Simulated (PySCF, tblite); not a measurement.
**C5H10BF3O: geometry, infrared bands and NMR shifts**

Aim: predict the infrared bands and NMR shifts of C5H10BF3O (`B[C@H](CCC)OC(F)(F)F`).

The runs use tblite 0.8.0 and PySCF 2.14.0, with density-fitted response routines of our own; the level of theory stands in each step. All values are computed, except where a source is named. Atoms are numbered from 0 throughout.

**1. The molecule as given**

20 atoms, charge 0, multiplicity 1; geometry from: force field or distance geometry start.

Bonds of the start (Å): B0–C1 1.60, C1–C2 1.53, C2–C3 1.53, C3–C4 1.53, C1–O5 1.43, O5–C6 1.42, C6–F7 1.39, C6–F8 1.38, C6–F9 1.39, B0–H10 1.17, B0–H11 1.18, C1–H12 1.10, C2–H13 1.11, C2–H14 1.13, C3–H15 1.09, C3–H16 1.12, C4–H17 1.11, C4–H18 1.11, C4–H19 1.11.

**2. Optimising the geometry with GFN2-xTB**

What the job is given:

```
{"job": {"kind": "relax", "xc": "GFN2-xTB", "basis": "xTB"}, "charge": 0, "multiplicity": 1}
B      1.515300     1.935400     0.222800
C      0.841800     0.526200    -0.124200
C     -0.643100     0.551900     0.227300
C     -1.349600    -0.744600    -0.185000
C     -2.843800    -0.699300     0.137300
O      1.477300    -0.477500     0.666600
C      2.337200    -1.287800    -0.114400
F      3.311200    -0.524700    -0.742000
F      1.613800    -2.009200    -1.047000
F      2.966000    -2.191300     0.729300
H      2.392500     2.013700     0.996900
H      1.117300     2.911800    -0.316200
H      0.943200     0.371300    -1.205900
H     -0.781900     0.721900     1.313900
H     -1.140200     1.406400    -0.318100
H     -1.214600    -0.931000    -1.252800
H     -0.901100    -1.601100     0.383500
H     -3.324700     0.122200    -0.437400
H     -3.318800    -1.652900    -0.161000
H     -3.002900    -0.539100     1.223300
```

Run with:

```console
$ OMP_NUM_THREADS=1 python probes_run.py task.json out
```

The driver reads the jobs from task.json and runs them one after another.

**Question.** This job is followed by: GFN2-xTB harmonic vibrations, gas phase; GIAO PBE0/pcSseg-1 NMR shielding, non-relativistic, gas phase. What will the session give for the following? strongest single infrared mode (GFN2-xTB); zero-point energy (GFN2-xTB); 13C shifts against TMS (PBE0/pcSseg-1); 1H shifts against TMS (PBE0/pcSseg-1, means over atoms taken as alike); 11B shifts against BF3·OEt2 (PBE0/pcSseg-1); 17O shifts against H2O (PBE0/pcSseg-1); 19F shifts against CFCl3 (PBE0/pcSseg-1, means over atoms taken as alike).

The runs gave:

| quantity | value |
| --- | --- |
| strongest single infrared mode (GFN2-xTB) | 1265 cm⁻¹, 670 km/mol |
| zero-point energy (GFN2-xTB) | 93.1 kcal/mol |
| 13C shifts against TMS (PBE0/pcSseg-1) | 131.1, 90.0, 29.2, 26.7, 16.6 ppm |
| 1H shifts against TMS (PBE0/pcSseg-1, means over atoms taken as alike) | 7.73, 4.83, 2.21, 1.42, 1.35, 1.34, 1.12 ppm |
| 11B shifts against BF3·OEt2 (PBE0/pcSseg-1) | 86.8 ppm |
| 17O shifts against H2O (PBE0/pcSseg-1) | 131.0 ppm |
| 19F shifts against CFCl3 (PBE0/pcSseg-1, means over atoms taken as alike) | -72.6 ppm |

What this shows: The optimisation took 101 steps and gained 0.606 eV; among the close pairs (by a distance rule), O5–C6 changed most, from 1.416 to 1.302 Å. No mode is imaginary among the 54: a minimum at this level. The strongest single mode, at 1265 cm⁻¹, moves mainly C6 and O5. Unscaled tight-binding wavenumbers are off by several per cent, some by more. Its intensities can rank the bands wrongly. At PBE0/pcSseg-1: The largest span, 202 ppm, is at F7, F8, F9, where the paramagnetic term is -228 ppm.
